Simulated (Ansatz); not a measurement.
# Si2SnB3: the cost of one run

Computed with Ansatz 0.2.0 (DFT PBE, scalar-relativistic, plane waves, PAW, unless a step names another level, unless a step's input says otherwise).

3 further runs of the same task are left out: 2 that didn't finish, 1 set aside as unsound or not needed.

**1. Starting point**

It takes space group Cmmm (No. 65, orthorhombic). The conventional cell has a = 6.814 Å, b = 8.293 Å, c = 2.907 Å, α = 90.00°, β = 90.00°, γ = 90.00°. Si (site symmetry 2/m) is surrounded by 2 B at 2.08 Å. Sn (site symmetry mmm) has 2 Sn at 2.91 Å and 8 Si at 3.05 Å as nearest neighbours. B (site symmetry m2m) has 3 B at 1.70 to 1.75 Å as nearest neighbours. B (site symmetry mmm) is surrounded by 4 B at 1.70 Å.

As a file:

```xyz
6
Lattice="3.4070 -4.1467 0.0000 3.4070 4.1467 0.0000 0.0000 0.0000 2.9071" Properties=species:S:1:pos:R:3 pbc="T T T"
Si    1.7035   -2.0734    1.4535
Si    1.7035    2.0734    1.4535
Sn    3.4070    0.0000    0.0000
B     3.4070    3.2706    1.4535
B     3.4070   -3.2706    1.4535
B     0.0000    0.0000    0.0000
```

It came out lowest among 30 distinct ends of the trial cells. At a tolerance of 0.05 Å it has space group Cmmm (No. 65).

**2. Relaxing to 0.001 eV/Å, on the response runs' mesh and smearing**

The input, input.yaml:

```yaml
crystal:
  lattice:
    - [3.4069772917, -4.1467443586, 0.0]
    - [3.4069772917, 4.1467443586, 0.0]
    - [0.0, 0.0, 2.9070970418]
  atoms:
    - { symbol: Si, position: [0.5, 0.0, 0.5] }
    - { symbol: Si, position: [0.0, 0.5, 0.5] }
    - { symbol: Sn, position: [0.5, 0.5, 0.0] }
    - { symbol: B, position: [0.1056420176, 0.8943579824, 0.5] }
    - { symbol: B, position: [0.8943579824, 0.1056420176, 0.5] }
    - { symbol: B, position: [0.0, 0.0, 0.0] }
basis:
  ecutwfc: 420
kpoints:
  mp_grid: { grid: [6, 6, 12] }
hamiltonian:
  xc: pbe
scf:
  occupations: { method: gaussian, width: 0.1 }
output:
  forces: true
  stress: true
  eigenvalues: true
relax:
  adjacent_minimum: "off"
  f_tol: 0.001
  max_steps: 60
  cell: { stress_tol: 0.01 }
```

Run with:

```sh
$ ansatz run input.yaml --threads 3 --pin off --max-ram 7680MiB --backend cpu --events-out ev --progress --plain --runs-dir out
```

Q: Estimate wall time and peak memory on 3 threads of Intel Xeon at 2.50GHz (Skylake/Cascade Lake), shared host.

About 52 s, with a peak of 0.51 GiB.
